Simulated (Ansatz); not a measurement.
# CoH: the cost of one run

Method: def2-QZVPP, core rule «outside noble gas», up to 9 orbitals frozen; program: Ansatz 0.2.0, Gaussian basis.

Plan: UHF; ROHF; CCSD(T) on UHF.

2 further runs of the same task are left out: 2 set aside as unsound or not needed.

## 1. The geometry

The geometry is a PBE0/def2-TZVP stationary point (not a proven minimum) of the parent state, kept for this charge and spin.

2 atoms, charge 1, spin multiplicity 2.

Atoms are counted from 1 here; the program's logs count them from 0.

Bond lengths: Co1–H2 1.524 Å.

## 2. UHF

Input file in.yaml:

```yaml
crystal:
  periodic: [false, false, false]
  atoms:
    - {symbol: Co, position_ang: [0.000000, 0.000000, 0.000000]}
    - {symbol: H, position_ang: [0.000000, 0.000000, 1.524200]}
basis:
  gaussian: {orbitals: "def2-QZVPP.json"}
total_charge: 1
magnetization: {spin_polarized: true, initial_magnetization: 1}
hamiltonian: {xc: hf}
output: {orbitals: {seedname: orbitals}}
```

Started as:

```
> ansatz run in.yaml --threads 1 --pin off --events-out ev --progress --plain --max-ram 4096MiB --backend cpu
```

**Question.** How long does this run take on 1 thread of AMD EPYC 7R13, shared host, and how much memory does it need?

About 40 s, with a peak of 0.29 GiB.
